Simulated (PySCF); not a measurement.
# [CeOCl]+: other functionals and bases at one geometry

An exercise on one series of results from a longer session: the logs are not shown, and one member is left open.

Method: several levels, as the steps say, no spin–orbit coupling; program: PySCF 2.14.0.

1 further run of the same task is left out (for a known fault of the program).

## The starting structure

3 atoms, charge 1, spin multiplicity 1.

Bond lengths: Ce1–O2 1.709 Å, Ce1–Cl3 2.448 Å. Angles: O2–Ce1–Cl3 151.2°.

Geometry (Å):

```xyz
3
charge 1, multiplicity 1
Ce    0.2765    0.0000   -0.0154
O     1.9487    0.0000    0.3365
Cl   -2.0659    0.0000    0.6972
```

Formal oxidation states: Ce +4. An earlier session relaxed this geometry at PBE0, Ce def2-SVP with ECP28, O def2-SVP, Cl def2-SVP (singlet, point group Cs).

At PBE0 on the finer grid: E = -1009.868990 Eh, HOMO -14.02 eV, LUMO -8.86 eV, Mulliken charge on Ce1 +1.25 e, largest force component 0.005 eV/Å. 

Levels to run: M06-L; B3LYP; PBE0, TZVP. Hardware: 2 threads of Intel Xeon at 2.60GHz (Ice Lake), shared host.

Set-up of the first run:

Input file run.py (the lines that set the calculation):

```python
mol = gto.M(atom='''
Ce     0.27648     0.00000    -0.01539
O      1.94873     0.00000     0.33648
Cl    -2.06594     0.00000     0.69720''',
    basis={'Ce': 'def2-SVP', 'O': 'def2-SVP', 'Cl': 'def2-SVP'},
    ecp={'Ce': 'def2-SVP'},
    charge=1, spin=0)
mf = dft.RKS(mol, xc='M06L')
mf.grids.atom_grid = (75, 302)  # f atoms: unpruned, at least (60, 302)
mf = mf.density_fit()  # fitting sets: Ce def2-universal-JKFIT, O def2-universal-JKFIT, Cl def2-universal-JKFIT
mf.conv_tol = 1e-08; mf.max_cycle = 55
mf.kernel(dm0)  # dm0: the density of the relaxed state
```

Command:

```sh
$ OMP_NUM_THREADS=2 python run.py
```

Steps of the session up to this table: M06-L; B3LYP; PBE0, TZVP.

One table of the session follows, with a row left open; its other results are not shown here.

| level | HOMO (eV) | gap (eV) | charge on Ce1 (e) | dipole (D) | largest force component (eV/Å) |
| --- | --- | --- | --- | --- | --- |
| PBE0 (relaxed here) | -14.02 | 5.16 | 1.25 | 2.52 | 0.01 |
| M06-L | ? | ? | ? | ? | ? |
| B3LYP | -13.72 | 4.45 | 1.23 | 2.44 | 0.94 |
| PBE0, TZVP | -14.02 | 5.15 | 1.45 | 2.51 | 0.09 |

Estimate the missing values for M06-L.

The run gave: HOMO (eV): -12.76; gap (eV): 2.08; charge on Ce1 (e): 1.32; dipole (D): 2.48; largest force component (eV/Å): 0.67. In the column «HOMO (eV)» it is the highest.

The dipole of a charged species depends on the origin, so these sizes hold for this origin alone.

In one basis the HOMO–LUMO gap runs from 2.08 eV (M06-L) to 5.16 eV (PBE0). The largest leftover force, 0.94 eV/Å with B3LYP, stands at a geometry relaxed at another level. Total energies of different levels can't be compared.
